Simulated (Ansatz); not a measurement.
Set up this calculation in Ansatz 0.2.0, as the native input.

```
Task                : phonons
Functional          : PBEsol
Potentials or basis : Ansatz PAW
Cutoff              : 420 eV (not typed: the program's choice for these potentials)
k mesh              : 6 × 6 × 6
Occupations         : fermi-dirac, width 0.05 eV
Spin                : no spin polarisation
```

The system is In3As.

```xyz
4
Lattice="4.6717 0.0000 0.0000 0.0000 4.6717 0.0000 0.0000 0.0000 4.6717" Properties=species:S:1:pos:R:3 pbc="T T T"
In    2.3358    2.3358    0.0000
In    2.3358    0.0000    2.3358
In    0.0000    2.3358    2.3358
As    0.0000    0.0000    0.0000
```

The cell comes from a database or a generator and needn't be the stable form of this composition.

The input as run:

input.yaml

```yaml
crystal:
  lattice:
    - [4.671681, 0.0, 0.0]
    - [0.0, 4.671681, 0.0]
    - [0.0, 0.0, 4.671681]
  atoms:
    - { symbol: In, position: [0.5, 0.5, 0.0] }
    - { symbol: In, position: [0.5, 0.0, 0.5] }
    - { symbol: In, position: [0.0, 0.5, 0.5] }
    - { symbol: As, position: [0.0, 0.0, 0.0] }
hamiltonian:
  xc: pbesol
  pseudopotentials: { kind: paw }
kpoints:
  mp_grid: { grid: [6, 6, 6] }
scf:
  occupations: { method: fermi_dirac, width: 0.05 }
phonons:
  method: dfpt
```

Potentials or basis: Ansatz PAW.

Run with:

```sh
$ ansatz run input.yaml --threads 2 --pin off --max-ram 5632MiB --backend cpu --events-out ev --progress --plain --runs-dir out
```

Results of the run:

The band gap on the k mesh is none (metal or under the smearing width). The highest phonon frequency at Γ is 97 cm⁻¹ and the most unstable mode is 76i cm⁻¹.

Caveat: some modes are imaginary.

Run time: 69 s on 2 threads of Intel(R) Xeon(R) Processor @ 2.50GHz (Skylake/Cascade Lake), on a shared host, peak memory 1.1 GiB.
